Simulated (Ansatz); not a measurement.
# CH₆GaN: one species, many methods

An exercise on one series of results from a longer session: the logs are not shown, and one member is left open.

Computed with Ansatz 0.2.0, Gaussian basis. Level: functionals in def2-TZVPP, the program's frozen cores in correlated methods.

Plan: LDA (SPW92), PBE-D4, revPBE-D4, BLYP-D4, r2SCAN-D4, B97M-V, PBE0-D4, B3LYP-D4, r2SCANh-D4, r2SCAN0-D4, HSE06-D4, BHLYP-D4, CAM-B3LYP-D4, LC-ωPBE, ωB97X-V, ωB97M-V, B2PLYP, PBE-QIDH; CCSD(T)/def2-SVP; CCSD(T)/def2-TZVPP; CCSD(T)/def2-QZVPP; extrapolation to the limit; RPA on PBE.

**The relaxed structure**

An earlier PBE0-D4 in a triple-zeta def2 set relaxation fixed the geometry.

9 atoms, charge 0, spin multiplicity 1.

Atoms are counted from 1 here; the program's logs count them from 0.

Bond lengths: C1–Ga2 1.962 Å, C1–H4 1.093 Å, C1–H5 1.093 Å, C1–H6 1.091 Å, Ga2–N3 1.819 Å, Ga2–H7 1.566 Å, N3–H8 1.006 Å, N3–H9 1.006 Å. Angles: Ga2–C1–H4 110.5°, Ga2–C1–H5 110.5°, Ga2–C1–H6 111.7°, H4–C1–H5 107.2°, H4–C1–H6 108.5°, H5–C1–H6 108.5°, C1–Ga2–N3 118.1°, C1–Ga2–H7 126.4°, N3–Ga2–H7 115.5°, Ga2–N3–H8 124.0°, Ga2–N3–H9 124.3°, H8–N3–H9 111.7°.

Coordinates:

```mol
CH6GaN
  3D, bonds by distance, orders not assigned

  9  8  0  0  0  0  0  0  0  0999 V2000
   -0.2791    0.9447   -1.1248 C   0  0
    0.5134   -0.5319   -0.1044 Ga  0  0
   -0.0682   -0.8076    1.5968 N   0  0
   -0.7560    0.5683   -2.0331 H   0  0
    0.4934    1.6522   -1.4356 H   0  0
   -1.0263    1.4835   -0.5401 H   0  0
    1.6179   -1.5213   -0.6087 H   0  0
    0.2765   -1.5366    2.1977 H   0  0
   -0.7716   -0.2513    2.0522 H   0  0
  1  2  8  0
  2  3  8  0
  1  4  8  0
  1  5  8  0
  1  6  8  0
  2  7  8  0
  3  8  8  0
  3  9  8  0
M  END
```

Set-up of the first run:

in.yaml

```yaml
crystal:
  periodic: [false, false, false]
  atoms:
    - {symbol: C, position_ang: [-0.279100, 0.944668, -1.124790]}
    - {symbol: Ga, position_ang: [0.513388, -0.531858, -0.104388]}
    - {symbol: N, position_ang: [-0.068180, -0.807640, 1.596756]}
    - {symbol: H, position_ang: [-0.755984, 0.568332, -2.033077]}
    - {symbol: H, position_ang: [0.493364, 1.652233, -1.435637]}
    - {symbol: H, position_ang: [-1.026297, 1.483452, -0.540124]}
    - {symbol: H, position_ang: [1.617887, -1.521304, -0.608688]}
    - {symbol: H, position_ang: [0.276534, -1.536607, 2.197701]}
    - {symbol: H, position_ang: [-0.771612, -0.251286, 2.052236]}
basis:
  gaussian: {orbitals: def2-TZVPP}
hamiltonian: {xc: lda}
output: {orbitals: {seedname: orbitals}}
```

Command:

```
ansatz run in.yaml --threads 2 --pin off --events-out ev --progress --plain --max-ram 32768MiB --backend cpu
```

Among the steps run: LDA; PBE-D4 (GGA); revPBE-D4 (GGA); BLYP-D4 (GGA); r2SCAN-D4 (meta-GGA); B97M-V (meta-GGA); B3LYP-D4 (hybrid); r2SCANh-D4 (hybrid); r2SCAN0-D4 (hybrid); HSE06-D4 (hybrid); BHLYP-D4 (hybrid); CAM-B3LYP-D4 (range-separated); LC-ωPBE (range-separated); ωB97X-V (range-separated); ωB97M-V (range-separated); B2PLYP (double hybrid); PBE-QIDH (double hybrid).

One table of the session follows, with a row left open; its other results are not shown here.

It belongs to the step «Frontier levels by functional». 

| functional | HOMO (eV) | gap (eV) |
| --- | --- | --- |
| LDA (SPW92) | -6.06 | 4.75 |
| PBE-D4 | -5.86 | 4.80 |
| revPBE-D4 | -5.78 | 4.84 |
| BLYP-D4 | -5.74 | 4.74 |
| r2SCAN-D4 | -6.12 | 5.36 |
| B97M-V | -6.16 | 5.20 |
| PBE0-D4 | -7.18 | 6.92 |
| B3LYP-D4 | -6.96 | 6.41 |
| r2SCANh-D4 | -6.62 | 6.14 |
| r2SCAN0-D4 | -7.38 | 7.29 |
| HSE06-D4 | -6.77 | 6.14 |
| BHLYP-D4 | -8.44 | 8.90 |
| CAM-B3LYP-D4 | -8.63 | 9.24 |
| LC-ωPBE | -10.06 | 11.84 |
| ωB97X-V | -9.67 | 11.30 |
| ωB97M-V | ? | ? |

Estimate the missing values for ωB97M-V.

The run gave: HOMO (eV): -9.58; gap (eV): 10.97. In the column «HOMO (eV)» it lies between ωB97X-V (-9.67) and CAM-B3LYP-D4 (-8.63).
